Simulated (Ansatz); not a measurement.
# AlCl2H4N: the cost of one run

Program: Ansatz 0.2.0. Level of theory: RKS B3LYP-D4/6-31G*. These are calculated values, not measurements.

**1. The system as given**

Bond lengths: Al1–Cl3 2.230 Å, Al1–Cl4 2.230 Å, Al1–N5 2.220 Å, N5–H6 1.060 Å, N5–H7 1.060 Å. Angles: Cl3–Al1–Cl4 120.0°, Cl3–Al1–N5 97.0°, Cl4–Al1–N5 101.2°, Al1–N5–H6 120.0°, Al1–N5–H7 120.0°, H6–N5–H7 120.0°.

Coordinates:

```xyz
8

Al    0.0000    0.0000    0.0000
H     0.0000    0.0000    1.9100
Cl    1.9312    0.0000   -1.1150
Cl   -1.9312    0.0000   -1.1150
N     0.0928   -2.1047    0.7000
H    -0.4256   -2.8627    0.1705
H     0.6555   -2.3517    1.5637
H     0.0453   -1.0270    1.8385
```

**2. A restrained relaxation towards end A**

Springs on the bonds that form and break draw the guess towards this end; the thresholds are loose.

input.yaml reads:

```yaml
crystal:
  periodic: [false, false, false]
  atoms:
    - { symbol: Al, position_ang: [0.0, 0.0, 0.0] }
    - { symbol: H, position_ang: [0.0, 0.0, 1.91] }
    - { symbol: Cl, position_ang: [1.9312, 0.0, -1.115] }
    - { symbol: Cl, position_ang: [-1.9312, 0.0, -1.115] }
    - { symbol: "N", position_ang: [0.0928, -2.1047, 0.7] }
    - { symbol: H, position_ang: [-0.4256, -2.8627, 0.1705] }
    - { symbol: H, position_ang: [0.6555, -2.3517, 1.5637] }
    - { symbol: H, position_ang: [0.0453, -1.027, 1.8385] }
basis:
  gaussian: { orbitals: "6-31G*" }
hamiltonian:
  xc: b3lyp
  dispersion: d4
relax:
  f_tol: 0.15
  max_steps: 25
  restrain:
    - { distance: [0, 4], at: 3.12, k: 30.0 }
    - { distance: [7, 1], at: 1.86, k: 30.0 }
    - { distance: [0, 1], at: 1.56, k: 30.0 }
    - { distance: [7, 4], at: 1.06, k: 30.0 }
```

Started as:

```console
ansatz run input.yaml --threads 1 --pin off --max-ram 2048MiB --backend cpu --events-out ev --progress --plain --runs-dir out
```

Q: Estimate wall time and peak memory on 1 thread of AMD EPYC 9R45 (Zen 5), shared host.

About 18 s, with a peak of 0.18 GiB.
